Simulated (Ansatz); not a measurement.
TiSe, space group P6_3/mmc, a single point

Program: the Ansatz DFT code, driven from Python.

Run as a notebook:

**Cell 1**
```python
import warnings

import ansatz as az
import numpy as np
import pandas as pd

warnings.simplefilter('ignore', az.DeckWarning)

tise = (
    az.Lattice.from_parameters(3.559, 3.559, 6.22, alpha=90, beta=90, gamma=120)
    .space_group(194)
    .atom('Ti', [0.0, 0.0, 0.0])
    .atom('Se', [1 / 3, 2 / 3, 0.25])
)
```

**Cell 2**
```python
tise.resolved().sites[-1]
```
Output:
```text
Site(symbol='Se', position=(0.6666666666666666, 0.3333333333333333, 0.75), moment=None, axis=None, held=None, saved=None)
```

**Cell 3**
```python
model = tise.calculation()
model = model.functional(az.Functional.PBESOL)
model = model.kpoints(density=4.5)
model = model.occupations('gaussian').density_of_states(energy_step=0.1, nscf_kmesh_spacing=0.2)
model = model.band_table()
model = model.stress()
model = model.bader_charges()
history = []
out = model.session().plan().execute(on_event=lambda event: history.append(event['data']['dr2_ev']) if event['event'] == 'scf_iter' else None)
data = out.report

data['n_kpoints'], data['n_symmetry_ops'], data['n_pw']
```
Output:
```text
(42, 24, 1299)
```

**Cell 4**
```python
data['converged'], data['free_energy_ev']
```
Output:
```text
(True, -15800.776207138784)
```

**Cell 5**
```python
print('density residual by iteration (eV):', ' '.join(f'{value:.1e}' for value in history[:40]))
```
Output:
```text
density residual by iteration (eV): 2.3e-02 4.0e-03 4.6e-04 2.5e-05 4.1e-06 8.6e-07 7.4e-08
```

**Cell 6**
```python
n_atoms = len(data['lattice']['sites'])
print('F =', round(data['free_energy_ev'], 4), 'eV for', n_atoms, 'atoms')
print('E(sigma -> 0) =', round(data['energy_sigma0_ev'], 4), 'eV, TS =', round(data['entropy_ts_ev'], 5), 'eV')
print('closed by', data['closed_by'], 'after', data['n_iterations'], 'iterations')
```
Output:
```text
F = -15800.7762 eV for 4 atoms
E(sigma -> 0) = -15800.765 eV, TS = 0.02237 eV
closed by deck_thresholds after 7 iterations
```

**Cell 7**
```python
dos = out.density_of_states()
energy = np.asarray(dos.energies_ev) - dos.fermi_ev
top = min(levels[-1] for levels in data['eigenvalues_ev']) - dos.fermi_ev  # the computed bands end here
total = np.asarray(dos.spin_summed_g_bin_mean_per_ev)
print('E - E_F (eV)   states/eV')
for e in np.arange(-8, min(8, top), 1.0):
    print(f'{e:8.1f} {np.interp(e, energy, total):12.3f}')
```
Output:
```text
E - E_F (eV)   states/eV
    -8.0        0.000
    -7.0        1.468
    -6.0        2.113
    -5.0        3.279
    -4.0        3.481
    -3.0        0.621
    -2.0        0.066
    -1.0        1.744
     0.0        3.934
     1.0        5.749
```

**Cell 8**
```python
principal = np.linalg.eigvalsh(np.array(data['stress_gpa']))
mises = np.sqrt(0.5 * sum((principal[i] - principal[i - 1]) ** 2 for i in range(3)))
print('principal stresses (GPa, compression positive):', np.round(principal, 3))
print(f'mean {principal.mean():.3f} GPa, von Mises {mises:.3f} GPa, PV = {principal.mean() * data["setup"]["cell_volume_ang3"] / 160.21766:.4f} eV')

basins = out.bader_charges()
frame = pd.DataFrame([(a.symbol, a.partial_charge_e, a.basin.volume_ang3) for a in basins.atoms], columns=['atom', 'charge (e)', 'volume (A^3)'])
print(frame.round(3).to_string())
print('sum of charges', round(frame['charge (e)'].sum(), 4), ' sum of volumes', round(frame['volume (A^3)'].sum(), 3))
```
Output:
```text
principal stresses (GPa, compression positive): [-3.814 -3.814  5.617]
mean -0.670 GPa, von Mises 9.431 GPa, PV = -0.2853 eV
  atom  charge (e)  volume (A^3)
0   Ti       1.272        10.881
1   Ti       1.272        10.881
2   Se      -1.272        23.234
3   Se      -1.272        23.234
sum of charges 0.0  sum of volumes 68.23
```

Absolute energies stand on the zero of these potentials, so only differences at equal settings mean something. A total without «per atom» is that of the cell as typed. The run is spin-unpolarised. Bader volumes count only the part of each basin above a small density, so their sum can fall short of the cell. The structure is a deposited one; some such entries were measured under pressure or heat, so a shift against it needn't be the functional's error alone. The computed bands are complete only to about 1.7 eV above the Fermi level; beyond that the density of states is undercounted. It ran for 47 s on 1 thread of Intel(R) Xeon(R) Platinum 8259CL CPU @ 2.50GHz (Skylake/Cascade Lake), on a shared host, peak memory 0.51 GiB.
